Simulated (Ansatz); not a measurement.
# InH3 (SMILES [H][In]([H])[H]): HF/STO-3G

What is the vertical ionisation energy of InH3 at HF/STO-3G? 

Program for the calculation: Ansatz 0.2.0.

27 further runs of the same task are left out: 1 that didn't finish, 26 set aside as unsound or not needed.

## Step 1: The molecule

The species is InH3 (4 atoms), meant as a singlet with charge 0. As SMILES, `[H][In]([H])[H]`. Geometry: a GFN2-xTB relaxation, a rough one for these elements and not checked as a minimum.

Bond lengths: In1–H2 1.719 Å, In1–H3 1.719 Å, In1–H4 1.718 Å. Angles: H2–In1–H3 120.0°, H2–In1–H4 120.1°, H3–In1–H4 119.9°.

## Step 2: The energy at HF/STO-3G

The input, job.yaml:

```yaml
crystal:
  periodic: [false, false, false]
  atoms:
    - {symbol: In, position_ang: [0.000640, -0.000740, -0.000540]}
    - {symbol: H, position_ang: [1.718930, -0.027790, 0.013510]}
    - {symbol: H, position_ang: [-0.834510, 1.501400, -0.017780]}
    - {symbol: H, position_ang: [-0.885060, -1.472880, 0.004810]}
basis:
  gaussian:
    orbitals: STO-3G
hamiltonian:
  xc: hf
accuracy: high
```

Command:

```console
$ ansatz run job.yaml --threads 1 --pin off --max-ram 2610MiB --events-out events.jsonl --progress --plain --runs-dir runs
```

Output:

```text
Warning: RAYON_NUM_THREADS=1 ignored (pool sized by the plan → 1); use --threads N
Functional definition: HF
  name "HF"
  exchange = exact_x
  correlation = 0
527 factors; integrals over basis functions are off by at most 4.0e-9 eV
mean field evaluation 1: about -154684.9961 eV, gradient 7.8e0 eV
mean field evaluation 2: about -154684.9830 eV, gradient 7.8e0 eV
mean field evaluation 4: about -154685.3860 eV, gradient 1.4e-1 eV
mean field evaluation 8: about -154685.3866 eV, gradient 8.7e-5 eV
mean field -154685.38664247 eV, -5684.5831095898 hartree, gradient 1.1e-8 eV, S^2 0.000000; 0 other end points of the search recorded, 0 dependent functions left out
reference -154685.38664247 eV, -5684.5831095898 hartree; 26, 26 occupied and 4, 4 virtual orbitals, 527 factors
Total energy: -154685.38664247 eV, -5684.5831095898 hartree
```

It took 0.24 s on 1 thread of AMD EPYC 9R45 (Zen 5), shared host.

## Step 3: The doublet cation

The input, run.yaml:

```yaml
crystal:
  periodic: [false, false, false]
  atoms:
    - {symbol: In, position_ang: [0.000640, -0.000740, -0.000540]}
    - {symbol: H, position_ang: [1.718930, -0.027790, 0.013510]}
    - {symbol: H, position_ang: [-0.834510, 1.501400, -0.017780]}
    - {symbol: H, position_ang: [-0.885060, -1.472880, 0.004810]}
basis:
  gaussian:
    orbitals: STO-3G
total_charge: 1
magnetization:
  spin_polarized: true
  initial_magnetization: 1
hamiltonian:
  xc: hf
accuracy: high
```

Command:

```console
$ ansatz run run.yaml --threads 1 --pin off --max-ram 2610MiB --events-out events.jsonl --progress --plain --runs-dir runs
```

Output:

```text
Warning: RAYON_NUM_THREADS=1 ignored (pool sized by the plan → 1); use --threads N
[... 4 set-up lines as earlier in the session ...]
523 factors; integrals over basis functions are off by at most 4.0e-9 eV
mean field evaluation 1: about -154676.6361 eV, gradient 7.1e0 eV
mean field evaluation 2: about -154676.6326 eV, gradient 7.1e0 eV
mean field evaluation 4: about -154677.3886 eV, gradient 9.5e-1 eV
mean field evaluation 8: about -154677.4253 eV, gradient 4.0e-2 eV
mean field evaluation 16: about -154677.4254 eV, gradient 2.9e-1 eV
mean field evaluation 32: about -154673.8839 eV, gradient 1.4e1 eV
mean field evaluation 64: about -154673.8690 eV, gradient 1.4e1 eV
mean field evaluation 96: about -154677.4113 eV, gradient 6.4e-3 eV
mean field evaluation 128: about -154677.3616 eV, gradient 1.6e0 eV
mean field -154677.43042151 eV, -5684.2907238626 hartree, gradient 3.0e-8 eV, S^2 0.837339; 3 other end points of the search recorded, 0 dependent functions left out
reference -154677.43042151 eV, -5684.2907238626 hartree; 26, 25 occupied and 4, 5 virtual orbitals, 523 factors
Total energy: -154677.43042151 eV, -5684.2907238626 hartree
```

Run time: 0.54 s. Hardware: 1 thread of AMD EPYC 9R45 (Zen 5), shared host.

## Step 4: What came out

Level: HF/STO-3G.

```
                                          quantity           value
                        singlet InH3: total energy  -5684.58311 Eh
                      doublet cation: total energy  -5684.29072 Eh
                              doublet cation: ⟨S²⟩           0.837
vertical ionisation energy (to the doublet cation)        7.956 eV
```

In words: Removing an electron at fixed nuclei costs 7.96 eV (768 kJ/mol). In a minimal basis such a difference can be off by several eV, whatever the method. Relativity is left out (singlet InH3) although the molecule holds a heavy atom. Relativity is left out (doublet cation) although the molecule holds a heavy atom.
